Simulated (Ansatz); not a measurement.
# WO (septet): wB97M-V, B2PLYP over vertical spin and charge gaps, def2-QZVPP

How well do these functionals follow the top wave-function level for WO (septet) over vertical spin and charge gaps?

The runs use Ansatz 0.2.0, Gaussian basis; def2-QZVPP, all electrons in the functionals, frozen cores in the correlation of double hybrids and RPA.

To be run: wB97M-V, B2PLYP, at charge 0, septet; charge 0, quintet; charge 0, nonet; charge 1, sextet; charge 1, octet.

## (1) The geometry

The geometry is a PBE0/def2-TZVP stationary point (not a proven minimum). No spin-orbit coupling is included. Elements past krypton take def2 core potentials.

2 atoms, charge 0, spin multiplicity 7.

Atoms are counted from 1 here; the program's logs count them from 0.

Bond lengths: W1–O2 1.995 Å.

Coordinates:

```xyz
2
OW
W     0.00000    0.00000    0.00000
O     0.00000    0.00000    1.99460
```

No dispersion term is added; wB97M-V holds VV10 nonlocal correlation.

The geometry shown and the zero of energy belong to the point charge 0, septet. The yardstick, UCCSD(T), and other wave-function levels (R restricted, U unrestricted, valence and pair active spaces) come from earlier runs.

## (2) wB97M-V, charge 0, septet

Contents of in.yaml:

```yaml
crystal:
  periodic: [false, false, false]
  atoms:
    - {symbol: W, position_ang: [0.000000, 0.000000, 0.000000]}
    - {symbol: O, position_ang: [0.000000, 0.000000, 1.994600]}
basis:
  gaussian: {orbitals: "def2-QZVPP.json"}
magnetization: {spin_polarized: true, initial_magnetization: 6}
hamiltonian: {xc: {name: wB97M-V}}
output: {orbitals: {seedname: orbitals}}
```

Started as:

```
$ ansatz run in.yaml --threads 2 --pin off --events-out ev --progress --plain --max-ram 24576MiB --backend cuda --devices 0, --max-vram 18GiB
```

What it wrote, cut to the lines that bear on the results:

```text
Functional definition: wB97M-V
  name "wB97M-V"
  cite "Mardirossian & Head-Gordon, J. Chem. Phys. 144, 214110 (2016) doi:10.1063/1.4952647"
  cite "Becke, J. Chem. Phys. 107, 8554 (1997) doi:10.1063/1.475007"
  cite "Vydrov & Van Voorhis, J. Chem. Phys. 133, 244103 (2010) doi:10.1063/1.3521275"
  # Of w^i u^j: cxij and so on, Table III.
[...]
  gx(w, u) = 1 - cx + cx01*u + cx10*w
  gss(w, u) = css00 + css04*u^4 + css10*w + css20*w^2 + css43*w^4*u^3
  gos(w, u) = cos00 + cos10*w + (cos20 + cos21*u)*w^2 + (cos60 + cos61*u)*w^6
[...]
      + integral(e_c_pw_mod_opposite_spin*gos(b97_w_opposite, b97_u_opposite)) + vv10(b, c)
612 factors; their error is unknown
127 factors; integrals over basis functions are off by at most 6.4e-4 eV
[...]
mean field -3865.21882811 eV, -142.0441719937 hartree, gradient 4.7e-5 eV, S^2 12.006129; 3 other end points of the search recorded, 0 dependent functions left out
reference -3865.21886964 eV, -142.0441735198 hartree; 14, 8 occupied and 124, 130 virtual orbitals, 612 factors
Total energy: -3865.21886964 eV, -142.0441735198 hartree
```

Run time: 7 s. Hardware: 1 × H100 (card shared with other runs) with 2 threads of AMD EPYC 7R13, shared host; peak host memory 0.92 GiB.

From the report: ⟨S²⟩ of the determinant 12.006 (pure septet: 12.00).

## (3) wB97M-V, charge 0, quintet

in.yaml, as its differences from that of step 2:

```diff
@@ -7,3 +7,3 @@
   gaussian: {orbitals: "def2-QZVPP.json"}
-magnetization: {spin_polarized: true, initial_magnetization: 6}
+magnetization: {spin_polarized: true, initial_magnetization: 4}
 hamiltonian: {xc: {name: wB97M-V}}
```

Same command.

What it wrote, cut to the lines that bear on the results:

```text
Functional definition: wB97M-V
  name "wB97M-V"
  cite "Mardirossian & Head-Gordon, J. Chem. Phys. 144, 214110 (2016) doi:10.1063/1.4952647"
  cite "Becke, J. Chem. Phys. 107, 8554 (1997) doi:10.1063/1.475007"
  cite "Vydrov & Van Voorhis, J. Chem. Phys. 133, 244103 (2010) doi:10.1063/1.3521275"
  # Of w^i u^j: cxij and so on, Table III.
[...]
  gx(w, u) = 1 - cx + cx01*u + cx10*w
  gss(w, u) = css00 + css04*u^4 + css10*w + css20*w^2 + css43*w^4*u^3
  gos(w, u) = cos00 + cos10*w + (cos20 + cos21*u)*w^2 + (cos60 + cos61*u)*w^6
[...]
      + integral(e_c_pw_mod_opposite_spin*gos(b97_w_opposite, b97_u_opposite)) + vv10(b, c)
612 factors; their error is unknown
127 factors; integrals over basis functions are off by at most 6.4e-4 eV
[...]
mean field -3866.70067051 eV, -142.0986286975 hartree, gradient 5.5e-6 eV, S^2 6.253669; 4 other end points of the search recorded, 0 dependent functions left out
reference -3866.70071093 eV, -142.0986301826 hartree; 13, 9 occupied and 125, 129 virtual orbitals, 612 factors
Total energy: -3866.70071093 eV, -142.0986301826 hartree
```

Wall time 4.9 s (1 × H100 (card shared with other runs) with 2 threads of AMD EPYC 7R13, shared host); peak host memory 0.9 GiB.

From the report: ⟨S²⟩ of the determinant 6.254 (pure quintet: 6.00).

From charge 0, septet: -34.2 kcal/mol.

## (4) wB97M-V, charge 0, nonet

in.yaml, as its differences from that of step 3:

```diff
@@ -7,3 +7,3 @@
   gaussian: {orbitals: "def2-QZVPP.json"}
-magnetization: {spin_polarized: true, initial_magnetization: 4}
+magnetization: {spin_polarized: true, initial_magnetization: 8}
 hamiltonian: {xc: {name: wB97M-V}}
```

Launched as before.

What it wrote, cut to the lines that bear on the results:

```text
Functional definition: wB97M-V
  name "wB97M-V"
  cite "Mardirossian & Head-Gordon, J. Chem. Phys. 144, 214110 (2016) doi:10.1063/1.4952647"
  cite "Becke, J. Chem. Phys. 107, 8554 (1997) doi:10.1063/1.475007"
  cite "Vydrov & Van Voorhis, J. Chem. Phys. 133, 244103 (2010) doi:10.1063/1.3521275"
  # Of w^i u^j: cxij and so on, Table III.
[...]
  gx(w, u) = 1 - cx + cx01*u + cx10*w
  gss(w, u) = css00 + css04*u^4 + css10*w + css20*w^2 + css43*w^4*u^3
  gos(w, u) = cos00 + cos10*w + (cos20 + cos21*u)*w^2 + (cos60 + cos61*u)*w^6
[...]
      + integral(e_c_pw_mod_opposite_spin*gos(b97_w_opposite, b97_u_opposite)) + vv10(b, c)
612 factors; their error is unknown
127 factors; integrals over basis functions are off by at most 6.4e-4 eV
[...]
mean field -3859.93335893 eV, -141.8499345840 hartree, gradient 2.9e-5 eV, S^2 20.004741; 2 other end points of the search recorded, 0 dependent functions left out
reference -3859.93340013 eV, -141.8499360979 hartree; 15, 7 occupied and 123, 131 virtual orbitals, 612 factors
Total energy: -3859.93340013 eV, -141.8499360979 hartree
```

It took 8.5 s on 1 × H100 (card shared with other runs) with 2 threads of AMD EPYC 7R13, shared host; peak host memory 0.92 GiB.

From the report: ⟨S²⟩ of the determinant 20.005 (pure nonet: 20.00).

From charge 0, septet: +121.9 kcal/mol.

## (5) wB97M-V, charge 1, sextet

in.yaml, as its differences from that of step 4:

```diff
@@ -7,3 +7,4 @@
   gaussian: {orbitals: "def2-QZVPP.json"}
-magnetization: {spin_polarized: true, initial_magnetization: 8}
+total_charge: 1
+magnetization: {spin_polarized: true, initial_magnetization: 5}
 hamiltonian: {xc: {name: wB97M-V}}
```

Same command.

What it wrote, cut to the lines that bear on the results:

```text
Functional definition: wB97M-V
  name "wB97M-V"
  cite "Mardirossian & Head-Gordon, J. Chem. Phys. 144, 214110 (2016) doi:10.1063/1.4952647"
  cite "Becke, J. Chem. Phys. 107, 8554 (1997) doi:10.1063/1.475007"
  cite "Vydrov & Van Voorhis, J. Chem. Phys. 133, 244103 (2010) doi:10.1063/1.3521275"
  # Of w^i u^j: cxij and so on, Table III.
[...]
  gx(w, u) = 1 - cx + cx01*u + cx10*w
  gss(w, u) = css00 + css04*u^4 + css10*w + css20*w^2 + css43*w^4*u^3
  gos(w, u) = cos00 + cos10*w + (cos20 + cos21*u)*w^2 + (cos60 + cos61*u)*w^6
[...]
      + integral(e_c_pw_mod_opposite_spin*gos(b97_w_opposite, b97_u_opposite)) + vv10(b, c)
612 factors; their error is unknown
127 factors; integrals over basis functions are off by at most 6.4e-4 eV
[...]
mean field -3857.27085263 eV, -141.7520892821 hartree, gradient 6.0e-6 eV, S^2 8.756727; 6 other end points of the search recorded, 0 dependent functions left out
reference -3857.27089057 eV, -141.7520906763 hartree; 13, 8 occupied and 125, 130 virtual orbitals, 612 factors
Total energy: -3857.27089057 eV, -141.7520906763 hartree
```

Run time: 8.5 s. Hardware: 1 × H100 (card shared with other runs) with 2 threads of AMD EPYC 7R13, shared host; peak host memory 0.93 GiB.

From the report: ⟨S²⟩ of the determinant 8.757 (pure sextet: 8.75).

From charge 0, septet: +183.3 kcal/mol.

## (6) wB97M-V, charge 1, octet

in.yaml, as its differences from that of step 5:

```diff
@@ -8,3 +8,3 @@
 total_charge: 1
-magnetization: {spin_polarized: true, initial_magnetization: 5}
+magnetization: {spin_polarized: true, initial_magnetization: 7}
 hamiltonian: {xc: {name: wB97M-V}}
```

Same command.

What it wrote, cut to the lines that bear on the results:

```text
Functional definition: wB97M-V
  name "wB97M-V"
  cite "Mardirossian & Head-Gordon, J. Chem. Phys. 144, 214110 (2016) doi:10.1063/1.4952647"
  cite "Becke, J. Chem. Phys. 107, 8554 (1997) doi:10.1063/1.475007"
  cite "Vydrov & Van Voorhis, J. Chem. Phys. 133, 244103 (2010) doi:10.1063/1.3521275"
  # Of w^i u^j: cxij and so on, Table III.
[...]
  gx(w, u) = 1 - cx + cx01*u + cx10*w
  gss(w, u) = css00 + css04*u^4 + css10*w + css20*w^2 + css43*w^4*u^3
  gos(w, u) = cos00 + cos10*w + (cos20 + cos21*u)*w^2 + (cos60 + cos61*u)*w^6
[...]
      + integral(e_c_pw_mod_opposite_spin*gos(b97_w_opposite, b97_u_opposite)) + vv10(b, c)
612 factors; their error is unknown
127 factors; integrals over basis functions are off by at most 6.4e-4 eV
[...]
mean field -3854.32433330 eV, -141.6438066940 hartree, gradient 3.6e-5 eV, S^2 15.754449; 1 other end points of the search recorded, 0 dependent functions left out
reference -3854.32437455 eV, -141.6438082098 hartree; 14, 7 occupied and 124, 131 virtual orbitals, 612 factors
Total energy: -3854.32437455 eV, -141.6438082098 hartree
```

Run time: 13 s. Hardware: 1 × H100 (card shared with other runs) with 2 threads of AMD EPYC 7R13, shared host; peak host memory 0.92 GiB.

From the report: ⟨S²⟩ of the determinant 15.754 (pure octet: 15.75).

From charge 0, septet: +251.2 kcal/mol.

## (7) B2PLYP, charge 0, septet

Contents of in.yaml:

```yaml
crystal:
  periodic: [false, false, false]
  atoms:
    - {symbol: W, position_ang: [0.000000, 0.000000, 0.000000]}
    - {symbol: O, position_ang: [0.000000, 0.000000, 1.994600]}
basis:
  gaussian: {orbitals: "def2-QZVPP.json"}
magnetization: {spin_polarized: true, initial_magnetization: 6}
hamiltonian: {xc: {name: B2PLYP}}
correlation: {electrons: outside_noble_gas}
```

Launched as before.

What it wrote, cut to the lines that bear on the results:

```text
Functional definition: B2PLYP
  name "B2PLYP"
  cite "Grimme, J. Chem. Phys. 124, 034108 (2006) doi:10.1063/1.2148954"
  cite "Becke, Phys. Rev. A 38, 3098 (1988) doi:10.1103/PhysRevA.38.3098"
  cite "Lee, Yang & Parr, Phys. Rev. B 37, 785 (1988) doi:10.1103/PhysRevB.37.785"
[...]
864 factors; integrals over basis functions are off by at most 1.3e-3 eV
[...]
mean field -3859.03569548 eV, -141.8169460604 hartree, gradient 7.2e-6 eV, S^2 12.007332; 6 other end points of the search recorded, 0 dependent functions left out
5 core orbitals not correlated: weight in the atoms' cores, before any rotation towards them, 0.996 or more for the frozen orbitals, at most 0.003 for the correlated occupied ones
reference -3859.03581467 eV, -141.8169504408 hartree; 9, 3 occupied and 124, 130 virtual orbitals, 864 factors
second order -9.98176664 eV of doubles, -0.00000000 eV of singles
Total energy: -3861.73089166 eV, -141.9159926935 hartree
```

Wall time 8 s (1 × H100 (card shared with other runs) with 2 threads of AMD EPYC 7R13, shared host); peak host memory 0.85 GiB.

From the report: ⟨S²⟩ of the determinant 12.007 (pure septet: 12.00).

## (8) B2PLYP, charge 0, quintet

in.yaml, as its differences from that of step 7:

```diff
@@ -7,3 +7,3 @@
   gaussian: {orbitals: "def2-QZVPP.json"}
-magnetization: {spin_polarized: true, initial_magnetization: 6}
+magnetization: {spin_polarized: true, initial_magnetization: 4}
 hamiltonian: {xc: {name: B2PLYP}}
```

Same command.

What it wrote, cut to the lines that bear on the results:

```text
Functional definition: B2PLYP
  name "B2PLYP"
  cite "Grimme, J. Chem. Phys. 124, 034108 (2006) doi:10.1063/1.2148954"
  cite "Becke, Phys. Rev. A 38, 3098 (1988) doi:10.1103/PhysRevA.38.3098"
  cite "Lee, Yang & Parr, Phys. Rev. B 37, 785 (1988) doi:10.1103/PhysRevB.37.785"
[...]
864 factors; integrals over basis functions are off by at most 1.3e-3 eV
[...]
mean field -3860.05213449 eV, -141.8542995051 hartree, gradient 1.9e-6 eV, S^2 6.621484; 15 other end points of the search recorded, 0 dependent functions left out
5 core orbitals not correlated: weight in the atoms' cores, before any rotation towards them, 0.996 or more for the frozen orbitals, at most 0.003 for the correlated occupied ones
reference -3860.05225313 eV, -141.8543038652 hartree; 8, 4 occupied and 125, 129 virtual orbitals, 864 factors
second order -12.09668096 eV of doubles, -0.00000000 eV of singles
Total energy: -3863.31835699 eV, -141.9743309682 hartree
```

It took 30 s on 1 × H100 (card shared with other runs) with 2 threads of AMD EPYC 7R13, shared host; peak host memory 0.85 GiB.

From the report: ⟨S²⟩ of the determinant 6.621 (pure quintet: 6.00). The determinant of B2PLYP (⟨S²⟩ 6.62) is far from a pure spin state, so its energy mixes those of several spin states; that is harmless only where they are near-degenerate.

From charge 0, septet: -36.6 kcal/mol.

## (9) B2PLYP, charge 0, nonet

in.yaml, as its differences from that of step 8:

```diff
@@ -7,3 +7,3 @@
   gaussian: {orbitals: "def2-QZVPP.json"}
-magnetization: {spin_polarized: true, initial_magnetization: 4}
+magnetization: {spin_polarized: true, initial_magnetization: 8}
 hamiltonian: {xc: {name: B2PLYP}}
```

The command is unchanged.

What it wrote, cut to the lines that bear on the results:

```text
Functional definition: B2PLYP
  name "B2PLYP"
  cite "Grimme, J. Chem. Phys. 124, 034108 (2006) doi:10.1063/1.2148954"
  cite "Becke, Phys. Rev. A 38, 3098 (1988) doi:10.1103/PhysRevA.38.3098"
  cite "Lee, Yang & Parr, Phys. Rev. B 37, 785 (1988) doi:10.1103/PhysRevB.37.785"
[...]
864 factors; integrals over basis functions are off by at most 1.3e-3 eV
[...]
mean field -3854.17567960 eV, -141.6383437710 hartree, gradient 3.1e-6 eV, S^2 20.006081; 6 other end points of the search recorded, 0 dependent functions left out
5 core orbitals not correlated: weight in the atoms' cores, before any rotation towards them, 0.989 or more for the frozen orbitals, at most 0.010 for the correlated occupied ones
reference -3854.17580814 eV, -141.6383484951 hartree; 10, 2 occupied and 123, 131 virtual orbitals, 864 factors
second order -7.84657223 eV of doubles, -0.00000000 eV of singles
Total energy: -3856.29438265 eV, -141.7162046720 hartree
```

It took 6 s on 1 × H100 (card shared with other runs) with 2 threads of AMD EPYC 7R13, shared host; peak host memory 0.84 GiB.

From the report: ⟨S²⟩ of the determinant 20.006 (pure nonet: 20.00).

From charge 0, septet: +125.4 kcal/mol.

## (10) B2PLYP, charge 1, sextet

in.yaml, as its differences from that of step 9:

```diff
@@ -7,3 +7,4 @@
   gaussian: {orbitals: "def2-QZVPP.json"}
-magnetization: {spin_polarized: true, initial_magnetization: 8}
+total_charge: 1
+magnetization: {spin_polarized: true, initial_magnetization: 5}
 hamiltonian: {xc: {name: B2PLYP}}
```

Launched as before.

What it wrote, cut to the lines that bear on the results:

```text
Functional definition: B2PLYP
  name "B2PLYP"
  cite "Grimme, J. Chem. Phys. 124, 034108 (2006) doi:10.1063/1.2148954"
  cite "Becke, Phys. Rev. A 38, 3098 (1988) doi:10.1103/PhysRevA.38.3098"
  cite "Lee, Yang & Parr, Phys. Rev. B 37, 785 (1988) doi:10.1103/PhysRevB.37.785"
[...]
864 factors; integrals over basis functions are off by at most 1.3e-3 eV
[...]
mean field -3851.24116373 eV, -141.5305023019 hartree, gradient 2.0e-6 eV, S^2 8.758116; 9 other end points of the search recorded, 0 dependent functions left out
5 core orbitals not correlated: weight in the atoms' cores, before any rotation towards them, 0.997 or more for the frozen orbitals, at most 0.002 for the correlated occupied ones
reference -3851.24127675 eV, -141.5305064554 hartree; 8, 3 occupied and 125, 130 virtual orbitals, 864 factors
second order -10.02901463 eV of doubles, -0.00000000 eV of singles
Total energy: -3853.94911070 eV, -141.6300175177 hartree
```

Run time: 6 s. Hardware: 1 × H100 (card shared with other runs) with 2 threads of AMD EPYC 7R13, shared host; peak host memory 0.85 GiB.

From the report: ⟨S²⟩ of the determinant 8.758 (pure sextet: 8.75).

From charge 0, septet: +179.5 kcal/mol.

## (11) B2PLYP, charge 1, octet

in.yaml, as its differences from that of step 10:

```diff
@@ -8,3 +8,3 @@
 total_charge: 1
-magnetization: {spin_polarized: true, initial_magnetization: 5}
+magnetization: {spin_polarized: true, initial_magnetization: 7}
 hamiltonian: {xc: {name: B2PLYP}}
```

The command is unchanged.

What it wrote, cut to the lines that bear on the results:

```text
Functional definition: B2PLYP
  name "B2PLYP"
  cite "Grimme, J. Chem. Phys. 124, 034108 (2006) doi:10.1063/1.2148954"
  cite "Becke, Phys. Rev. A 38, 3098 (1988) doi:10.1103/PhysRevA.38.3098"
  cite "Lee, Yang & Parr, Phys. Rev. B 37, 785 (1988) doi:10.1103/PhysRevB.37.785"
[...]
864 factors; integrals over basis functions are off by at most 1.3e-3 eV
[...]
mean field -3848.85831658 eV, -141.4429342845 hartree, gradient 7.8e-6 eV, S^2 15.756090; 4 other end points of the search recorded, 0 dependent functions left out
5 core orbitals not correlated: weight in the atoms' cores, before any rotation towards them, 0.992 or more for the frozen orbitals, at most 0.007 for the correlated occupied ones
reference -3848.85843375 eV, -141.4429385903 hartree; 9, 2 occupied and 124, 131 virtual orbitals, 864 factors
second order -7.16299755 eV of doubles, -0.00000000 eV of singles
Total energy: -3850.79244309 eV, -141.5140121226 hartree
```

Run time: 3.4 s. Hardware: 1 × H100 (card shared with other runs) with 2 threads of AMD EPYC 7R13, shared host; peak host memory 0.85 GiB.

From the report: ⟨S²⟩ of the determinant 15.756 (pure octet: 15.75).

From charge 0, septet: +252.2 kcal/mol.

## (12) Against the wave-function levels

No level is safe as a reference over these points; UCCSD(T) serves as a yardstick only. It comes from earlier runs at the same points. Energies in kcal/mol, counted from charge 0, septet; blanks weren't run or aren't comparable.

| level | septet to quintet | septet to nonet | ionisation to the sextet cation | ionisation to the octet cation |
| --- | --- | --- | --- | --- |
| UCCSD(T) | -41.0 | 118.5 | 180.2 | 248.1 |
| wB97M-V | -34.2 | 121.9 | 183.3 | 251.2 |
| B2PLYP | -36.6 | 125.4 | 179.5 | 252.2 |

Largest miss and mean time a point (UCCSD(T) took 21 s a point; shared hosts):

| level | largest miss (kcal/mol) | where | time a point |
| --- | --- | --- | --- |
| wB97M-V | +6.8 | septet to quintet | 8.4 s |
| B2PLYP | +6.8 | septet to nonet | 11 s |

## (13) Outcome

| quantity | value |
| --- | --- |
| septet to quintet, UCCSD(T) | -41.0 kcal/mol |
| septet to nonet, UCCSD(T) | 118.5 kcal/mol |
| ionisation to the sextet cation, UCCSD(T) | 180.2 kcal/mol |
| ionisation to the octet cation, UCCSD(T) | 248.1 kcal/mol |
| largest miss, wB97M-V | +6.8 kcal/mol (septet to quintet) |
| largest miss, B2PLYP | +6.8 kcal/mol (septet to nonet) |

What this shows: All of them stay within 6.8 kcal/mol of the yardstick, too close to rank. B2PLYP clearly breaks the spin symmetry at some points (⟨S²⟩ up to 0.62 above the pure value), so energy there is bought with a mixed spin. Functionals and the yardstick converge differently with the basis, so part of each miss in def2-QZVPP is the basis. The yardstick itself may be off where one determinant is a poor start.
